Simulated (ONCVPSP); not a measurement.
# Samarium: generating and testing an ONCV potential

Do these settings give a usable potential? It is generated, then checked for transferability, scattering, ghosts and hardness.

The numbers are computed with ONCVPSP 4.0.1 (PBE, scalar-relativistic, spin-unpolarised reference atom).

## (1) The design

The settings as typed:

| Item | Value |
| --- | --- |
| element | samarium (Sm, Z = 62) |
| type | optimised norm-conserving Vanderbilt (ONCV) |
| frozen core | [Kr] 4d10 |
| valence charge | 16 |
| reference configuration | 4f6 5s2 5p6 6s1.5 (charge +0.5) |
| partial waves | 5s+6s: rc 2.35 bohr, ncon 3, nbas 7, qcut 5.3 1/bohr, 2 projectors; 5p: rc 2.10 bohr, ncon 3, nbas 8, qcut 7.8 1/bohr, 2 projectors, debl 2.1 Ha; d scattering state at 0.29 Ha: rc 2.30 bohr, ncon 3, nbas 7, qcut 4.7 1/bohr, 2 projectors, debl 1.9 Ha; 4f: rc 1.55 bohr, ncon 3, nbas 8, qcut 10 1/bohr, local |
| local potential | the f channel |
| core correction | Teter function, fcfact 4.25, rcfact 1.5 |

## (2) Generating the potential

The input, Sm.dat:

```
# ATOM AND REFERENCE CONFIGURATION
# atsym  z   nc   nv     iexc    psfile
  Sm 62.00    9    4        4      upf
#
#   n    l    f
    1    0    2.00
    2    0    2.00
    2    1    6.00
    3    0    2.00
    3    1    6.00
    3    2   10.00
    4    0    2.00
    4    1    6.00
    4    2   10.00
    4    3    6.00
    5    0    2.00
    5    1    6.00
    6    0    1.50
#
# PSEUDOPOTENTIAL AND OPTIMIZATION
# lmax
    3
#
#   l,   rc,      ep,       ncon, nbas, qcut
    0    2.35    0.00    3    7    5.30
    1    2.10    0.00    3    8    7.80
    2    2.30    0.29    3    7    4.70
    3    1.55    0.00    3    8   10.00
#
# LOCAL POTENTIAL
# lloc, lpopt,  rc(5),   dvloc0
    3    5    1.55    0.00
#
# VANDERBILT-KLEINMAN-BYLANDER PROJECTORs
# l, nproj, debl
    0    2    2.80
    1    2    2.10
    2    2    1.90
    3    0    3.40
#
# MODEL CORE CHARGE
# icmod, fcfact, rcfact
    3    4.25    1.50
#
# LOG DERIVATIVE ANALYSIS
# epsh1, epsh2, depsh
   -3.00    5.00    0.02
#
# OUTPUT GRID
# rlmax, drl
    6.00    0.01
#
# TEST CONFIGURATIONS
# ncnf
    4
# nvcnf
#   n    l    f
    4
    4    3    6.00
    5    0    2.00
    5    1    6.00
    6    0    2.00
#
    4
    4    3    6.00
    5    0    2.00
    5    1    6.00
    6    0    1.00
#
    4
    4    3    6.00
    5    0    2.00
    5    1    6.00
    6    0    0.00
#
    5
    4    3    6.00
    5    0    2.00
    5    1    6.00
    6    0    0.00
    5    2    1.00
#
```

On the command line:

```
$ oncvpsp.x < Sm.dat > Sm.out
```

Q: Predict the outcome of this session. Wanted: cutoffs for 1 and 0.1 mHa per electron, occupied waves; bound ghosts; GHOST(+) flags; largest phase difference near zero energy, channels read; rms error of d²Exc/dn², without and with the model core; projector energies reset by the program.

As calculated:

| quantity | value |
| --- | --- |
| cutoffs for 1 and 0.1 mHa per electron, occupied waves | 45 Ha and 50 Ha |
| bound ghosts | s at -372.51 eV |
| GHOST(+) flags | p at -22 eV, d at 146 eV |
| largest phase difference near zero energy, channels read | 3.142 rad |
| rms error of d²Exc/dn², without and with the model core | 7.13 and 3.01 mHa |
| projector energies reset by the program | d: 0.050, 1.950 Ha |

A bound ghost (s) makes it unfit for use: electrons can fall into a state that the atom doesn't have. It counts as hard, with 45 Ha needed at the looser tolerance. At the looser tolerance the 4f wave is the slowest; 5p needs 17 Ha. Near zero energy the largest phase difference among the channels read is 3.14 rad, in the p channel. A step near π is an extra or missing state, not a misfit of shape. The pseudo curves have a pole with no partner nearby in the atom's: p at -0.84 Ha. The program also flags highly localised states, GHOST(+) (p, d).
